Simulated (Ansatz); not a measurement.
# Nb: the crystal squeezed far

The task here is to estimate one member of a computed series from the others.

Method: DFT, LDA, PAW with Ansatz's default frozen-core files, scalar-relativistic, in Ansatz 0.2.0.

4 further runs of the same task are left out: 1 for a known fault of the program, 3 that didn't finish. Runs told in other sessions of the task aren't counted.

**Starting point**

It takes space group P6_3/mmc (No. 194, hexagonal). Conventional cell: a = 2.900 Å, b = 2.900 Å, c = 4.698 Å, α = 90.00°, β = 90.00°, γ = 120.00°. Nb (site symmetry -6m2) is surrounded by 12 Nb at 2.88 to 2.90 Å.

Coordinates:

```
CELL_PARAMETERS angstrom
2.89975 0.00000 0.00000
-1.44988 2.51126 0.00000
0.00000 0.00000 4.69760
ATOMIC_POSITIONS crystal
Nb 0.33333 0.66667 0.25000
Nb 0.66667 0.33333 0.75000
```

Whether this phase is the stable one at these pressures isn't tested.

Atoms are numbered in the order of the input: Nb1, Nb2.

The first run:

Contents of input.yaml:

```yaml
crystal:
  lattice:
    - [2.8997508145, 0.0, 0.0]
    - [-1.4498754073, 2.51125787, 0.0]
    - [0.0, 0.0, 4.6975963195]
  atoms:
    - { symbol: Nb, position: [0.3333333333, 0.6666666667, 0.25] }
    - { symbol: Nb, position: [0.6666666667, 0.3333333333, 0.75] }
kpoints:
  mp_grid: { grid: [15, 15, 8] }
scf:
  occupations: { method: fermi_dirac, width: 0.05 }
hamiltonian:
  xc: lda
  pseudopotentials: { kind: paw }
output:
  forces: true
  stress: true
relax:
  f_tol: 0.005
  max_steps: 40
  cell: {}
```

Started as:

```bash
ansatz run input.yaml --threads 1 --pin off --max-ram 2048MiB --backend cpu --events-out ev --progress --plain --runs-dir out
```

Among the steps run: Cell relaxed at zero pressure, PAW; Volume scaled by 1, PAW; Shape and atoms relaxed at 0.95 of the volume, PAW; Volume scaled by 0.95, PAW; Shape and atoms relaxed at 0.85 of the volume, PAW; Volume scaled by 0.85, PAW; Shape and atoms relaxed at 0.75 of the volume, PAW; Volume scaled by 0.75, PAW; Shape and atoms relaxed at 0.65 of the volume, PAW; Volume scaled by 0.65, PAW; Shape and atoms relaxed at 0.55 of the volume, PAW; Volume scaled by 0.55, PAW; Shape and atoms relaxed at 0.45 of the volume, PAW; Volume scaled by 0.45, PAW; Volume scaled by 0.4, PAW; Volume scaled by 0.4, PAW (cutoff 300 eV).

One table of the session follows, with a row left open; its other results are not shown here.

| method | volume over the first | volume (Å³/atom) | pressure (GPa) |
| --- | --- | --- | --- |
| PAW | 1 | 17.638 | 0.00 |
| PAW | 0.95 | ? | ? |
| PAW | 0.85 | 14.992 | 39.32 |
| PAW | 0.75 | 13.228 | 87.55 |
| PAW | 0.65 | 11.465 | 167.98 |
| PAW | 0.55 | 9.701 | 313.30 |
| PAW | 0.45 | 7.937 | 607.05 |
| PAW | 0.4 | 7.055 | 885.72 |
| PAW (cutoff 300 eV) | 0.4 | 7.055 | 883.62 |

**Question.** Estimate the row for PAW, 0.95.

The run gave: volume (Å³/atom): 16.756; pressure (GPa): 10.16. In the column «volume (Å³/atom)» it lies between PAW, 0.85 (14.992) and PAW, 1 (17.638).

Caveats from the session: At pressures up to 886 GPa the PAW spheres may overlap and frozen cores may not hold, so those PAW values are rough without an all-electron check. Warnings in the runs' records: cutoff below recommended.
